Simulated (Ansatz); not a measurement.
Crystal: VWC2.

```xyz
4
Lattice="1.5170 0.8759 4.9339 -1.5170 0.8759 4.9339 0.0000 -1.7517 4.9339" Properties=species:S:1:pos:R:3 pbc="T T T"
W     0.0000    0.0000    0.0000
V     0.0000    0.0000    7.4008
C     0.0000    0.0000    3.6485
C     0.0000    0.0000   11.1532
```

The cell comes from a database or a generator and needn't be the stable form of this composition.

| Item | Value |
| --- | --- |
| Program | Ansatz 0.2.0 |
| Task | relaxation of cell and atoms |
| Functional | PBEsol |
| Potentials or basis | Ansatz PAW |
| Cutoff | 420 eV (not typed: the program's choice for these potentials) |
| k mesh | 10 × 10 × 10 |
| Occupations | fermi-dirac, width 0.05 eV |
| Spin | collinear spin, ferromagnetic start |
| Starting moments | [0.0, 2.0, 0.0, 0.0] μB |

At the start: volume 9.83 Å³/atom.

Problem. How do energy, volume and symmetry change on relaxing?

Solution. It ends after 8 steps and the volume is 9.53 Å³/atom (-3.1 %); space group R-3m (No. 166, to 0.05 Å); moment 0.00 μB per cell.

The path:
```tsv
step	energy change (eV)	largest force (eV/Å)	volume (Å³)
1	0.0000	0.1080	39.33
2	-0.0417	0.2064	38.01
3	-0.0435	0.0454	38.15
4	-0.0437	0.0035	38.13
5	-0.0437	0.0004	38.12
6	-0.0414	0.0003	38.12
7	-0.0414	0.0000	38.11
8	-0.0414	0.0000	38.11
```

Final structure:
```xyz
4
Lattice="1.5022 0.8673 4.8755 -1.5022 0.8673 4.8755 0.0000 -1.7346 4.8755" Properties=species:S:1:pos:R:3 pbc="T T T"
W     0.0000    0.0000    0.0000
V     0.0000    0.0000    7.3133
C     0.0000    0.0000    3.6037
C     0.0000    0.0000   11.0229
```

Caveat: the plane-wave basis is chosen anew once the cell has moved, so the energies of steps on either side of that aren't comparable; the pressure holds a Pulay correction of +0.3 GPa for the finite cutoff; the PAW data sets come from PBE, with cores solved anew for the run's functional, which leaves a small shift of forces and pressure; the starting moments weren't kept.
